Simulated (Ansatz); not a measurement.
# Sn: the cost of one run

Program: Ansatz 0.2.0. Level of theory: DFT LDA, scalar-relativistic. These are calculated values, not measurements.

## (1) The starting structure

The structure is tetragonal, space group I4_1/amd (No. 141). The conventional cell has a = 5.832 Å, b = 5.832 Å, c = 3.181 Å, α = 90.00°, β = 90.00°, γ = 90.00°. Around Sn (site symmetry -4m2) lie 6 Sn at 3.02 to 3.18 Å.

Coordinates:

```
CELL_PARAMETERS angstrom
-2.91585 2.91585 1.59065
2.91585 -2.91585 1.59065
2.91585 2.91585 -1.59065
ATOMIC_POSITIONS crystal
Sn 0.00000 0.00000 0.00000
Sn 0.75000 0.25000 0.50000
```

Atoms are numbered in the order of the input: Sn1, Sn2.

## (2) The deformed structure

Space group I4_1/amd before, I4_1/amd after.

## (3) LAPW, all electrons

The input, input.yaml:

```yaml
crystal:
  lattice:
    - [-2.91585, 2.91585, 1.6383695]
    - [2.91585, -2.91585, 1.6383695]
    - [2.91585, 2.91585, -1.6383695]
  atoms:
    - { symbol: Sn, position: [0.0, 0.0, 0.0] }
    - { symbol: Sn, position: [0.75, 0.25, 0.5] }
kpoints:
  mp_grid: { grid: [15, 15, 15] }
  band_path:
    path:
      - [0.0, 0.0, 0.0]
      - [0.0, 0.0, 0.5]
      - [-0.5, 0.5, 0.5]
      - [0.0, 0.0, 0.0]
      - [0.3289284111, 0.3289284111, -0.3289284111]
      - [-0.3289284111, 0.6710715889, 0.3289284111]
      - [-0.5, 0.5, 0.5]
      - [0.0, 0.0, 0.5]
      - [0.25, 0.25, 0.25]
    npoints: 5
scf:
  occupations: { method: fermi_dirac, width: 0.05 }
hamiltonian:
  xc: lda
  pseudopotentials: { kind: all_electron, lapw: { basis_error: 0.0005 } }
output:
  forces: true
  stress: true
  eigenvalues: true
```

On the command line:

```bash
> ansatz run input.yaml --threads 1 --pin off --max-ram 3072MiB --backend cpu --events-out ev --progress --plain --runs-dir out
```

**Question.** How long does this run take on 1 thread of Arm Neoverse V2, shared host, and how much memory does it need?

About 82 s, with a peak of 0.89 GiB.
